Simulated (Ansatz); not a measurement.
# AlSbSe4: the cost of one run

Method: DFT PBE, scalar-relativistic, plane waves, PAW, in Ansatz 0.2.0.

The COD entry's cell or inner coordinates are ideal or old and differ from later refinements, so a difference from it is no clean test against experiment.

### Step 1. Starting point

Symmetry: F-43m, No. 216, cubic system. The conventional cell has a = 8.227 Å, b = 8.227 Å, c = 8.227 Å, α = 90.00°, β = 90.00°, γ = 90.00°. Al (site symmetry -43m) is surrounded by 12 Se at 3.41 Å and 4 Sb at 3.56 Å. Around Sb (site symmetry -43m) lie 12 Se at 3.41 Å and 4 Al at 3.56 Å. Se (site symmetry 3m) has 6 Se at 2.91 Å and 3 Al at 3.41 Å and 3 Sb at 3.41 Å in its first shell of neighbours.

Coordinates:

```cif
data_structure
_symmetry_space_group_name_H-M 'F-43m'
_symmetry_Int_Tables_number 216
_cell_length_a 8.2269
_cell_length_b 8.2269
_cell_length_c 8.2269
_cell_angle_alpha 90.000
_cell_angle_beta 90.000
_cell_angle_gamma 90.000
_cell_volume 556.82
loop_
_atom_site_label
_atom_site_type_symbol
_atom_site_symmetry_multiplicity
_atom_site_Wyckoff_symbol
_atom_site_fract_x
_atom_site_fract_y
_atom_site_fract_z
_atom_site_occupancy
Al1 Al 4 a 0.00000 0.00000 0.00000 1
Sb1 Sb 4 c 0.25000 0.25000 0.25000 1
Se1 Se 16 e 0.12500 0.37500 0.87500 1
```

(A quick probe on a coarse mesh, which set the mesh and smearing, is not shown.)

### Step 3. Relaxing cell and atoms

The input, input.yaml:

```yaml
crystal:
  lattice:
    - [0.0, 4.1134651518, 4.1134651518]
    - [4.1134651518, 0.0, 4.1134651518]
    - [4.1134651518, 4.1134651518, 0.0]
  atoms:
    - { symbol: Al, position: [0.0, 0.0, 0.0] }
    - { symbol: Sb, position: [0.75, 0.75, 0.75] }
    - { symbol: Se, position: [0.375, 0.875, 0.375] }
    - { symbol: Se, position: [0.375, 0.375, 0.875] }
    - { symbol: Se, position: [0.375, 0.375, 0.375] }
    - { symbol: Se, position: [0.875, 0.375, 0.375] }
basis:
  ecutwfc: 420
kpoints:
  mp_grid: { grid: [8, 8, 8] }
hamiltonian:
  xc: pbe
scf:
  occupations: { method: gaussian, width: 0.1 }
output:
  forces: true
  stress: true
  eigenvalues: true
relax:
  adjacent_minimum: "off"
  f_tol: 0.01
  max_steps: 80
  cell: { stress_tol: 0.05 }
```

Command:

```sh
> ansatz run input.yaml --threads 1 --pin off --max-ram 2560MiB --backend cpu --events-out ev --progress --plain --runs-dir out
```

**Question.** How long does this run take on 1 thread of Arm Neoverse V1, shared host, and how much memory does it need?

About 63 s, with a peak of 0.46 GiB.
